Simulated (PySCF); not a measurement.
**CH10B2O2Si2: electronic excitations**

Aim: predict the electronic excitations of CH10B2O2Si2 (`C[SiH2]OBBO[SiH3]`).

Programs: PySCF 2.14.0, with density-fitted response routines of our own. Each step states its level of theory. These are calculated values for one molecule in the gas phase, unless marked as measured. Atoms count from 0, in the outputs and in this text.

### 1 Starting geometry

17 atoms, charge 0, multiplicity 1; geometry from: GFN2-xTB.

Bonds of the start (Å): C0–Si1 1.90, Si1–O2 1.62, O2–B3 1.33, B3–B4 1.69, B4–O5 1.33, O5–Si6 1.61, C0–H7 1.09, C0–H8 1.09, C0–H9 1.09, Si1–H10 1.47, Si1–H11 1.47, B3–H12 1.19, B4–H13 1.19, Si6–H14 1.47, Si6–H15 1.46, Si6–H16 1.46.

### 2 Ultraviolet spectrum: B3LYP/def2-SVPD

Job settings and geometry (Å):

```
{"job": {"kind": "uv", "xc": "B3LYP", "basis": "def2-SVPD", "nstates": 8, "ntriplets": 3}, "charge": 0, "multiplicity": 1}
C     -1.298785     1.643999     0.217093
Si    -2.163950     0.007293    -0.211498
O     -1.303766    -1.319055     0.125293
B     -0.200032    -1.896094     0.589375
B      1.066037    -0.983138     1.235781
O      1.903201    -0.315061     0.449001
Si     2.389001     0.168461    -1.006899
H     -0.380266     1.766462    -0.352475
H     -1.030950     1.684667     1.270984
H     -1.931839     2.501236     0.006956
H     -3.379590    -0.165837     0.588901
H     -2.392274    -0.096102    -1.656233
H     -0.177946    -3.080920     0.487896
H      1.273463    -0.859881     2.400856
H      1.602201    -0.399542    -2.107828
H      3.781832    -0.268985    -1.077295
H      2.236667     1.624526    -0.969817
```

Level: TDDFT B3LYP/def2-SVPD, vertical, gas phase, core orbitals frozen in the response.

Launch:

```sh
$ OMP_NUM_THREADS=1 python probes_run.py task.json out
```

The driver reads the jobs from task.json and runs them one after another.

What will the session give for the following? lowest singlet (B3LYP/def2-SVPD); brightest single state of those computed; lowest triplet. Wanted: lowest singlet; brightest single state of those computed; lowest triplet.

**Answer**, as computed:

```
                                quantity                        value
        lowest singlet (B3LYP/def2-SVPD)  4.24 eV (293 nm), f = 0.002
brightest single state of those computed  state 6, 6.53 eV, f = 0.024
                          lowest triplet                      3.66 eV
```

The first singlet state (HOMO→LUMO 0.98) lies at 4.24 eV and is weak; of the 8 states computed, the strongest absorption comes from state 6 at 6.53 eV. The lowest triplet lies 0.58 eV below the lowest singlet (triplets in Tamm-Dancoff, singlets in full TDDFT).
